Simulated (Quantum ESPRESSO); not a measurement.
Runs of Quantum ESPRESSO 7.5 on Ti3S2. The structure is trigonal, space group R32 (No. 155). Conventional cell: a = 5.426 Å, b = 5.426 Å, c = 9.713 Å, α = 90.00°, β = 90.00°, γ = 120.00°. Ti (site symmetry 2) has 4 S at 2.42 to 2.44 Å as nearest neighbours. S (site symmetry 3) is surrounded by 6 Ti at 2.42 to 2.44 Å. The cell comes from a database or a generator and needn't be the stable form of this composition.

| task | level | U | k mesh | smearing | start of the occupations | hubbard projectors | mixing beta | q mesh | k mesh for the Wannier functions | mesh quality | gap on the mesh (eV) | pressure (GPa) | largest force (eV/Å) |
| --- | --- | --- | --- | --- | --- | --- | --- | --- | --- | --- | --- | --- | --- |
| Hubbard U by linear response | PBE+U | Ti d U = 2.0 eV | 4 × 4 × 4 | cold 0.2 eV | default | ortho-atomic | 0.3 | 2 × 2 × 2 | - | coarse | none | (a) | 0.05 |
| Wannier functions | PBE | - | 5 × 5 × 5 | fermi-dirac 0.05 eV | - | - | 0.5 | - | 4 × 4 × 4 | not flagged | none | 0.3 | 0.04 |
| Hubbard U by linear response | PBE+U | Ti d U = 6.0 eV | 4 × 4 × 4 | cold 0.2 eV | default | ortho-atomic | 0.3 | 2 × 2 × 2 | - | coarse | none | 10.2 | 0.41 |
| Hubbard U by linear response | PBE+U | Ti d U = 4.0 eV | 4 × 4 × 4 | cold 0.2 eV | default | ortho-atomic | 0.3 | 2 × 2 × 2 | - | coarse | none | (b) | 0.05 |
| Hubbard U by linear response | PBE+U | Ti d U = 0.0001 eV | 4 × 4 × 4 | cold 0.2 eV | default | ortho-atomic | 0.3 | 2 × 2 × 2 | - | coarse | none | 0.2 | 0.05 |

Alike in all rows: potentials or basis GBRV 1.5 PBE; no spin polarisation; cell as given; cutoff (eV) 612.

Task: Estimate the missing entries.

Result: (a) 2.5; (b) 5.3.

Caveats: some runs use coarse meshes; U without spin polarisation on a metal has little footing (some runs); the Wannier minimisation didn't converge (some runs).

A k mesh can miss the band edges.

A gap of «none» marks a metal or a gap under the smearing width.

Not every run made on this cell is shown here.
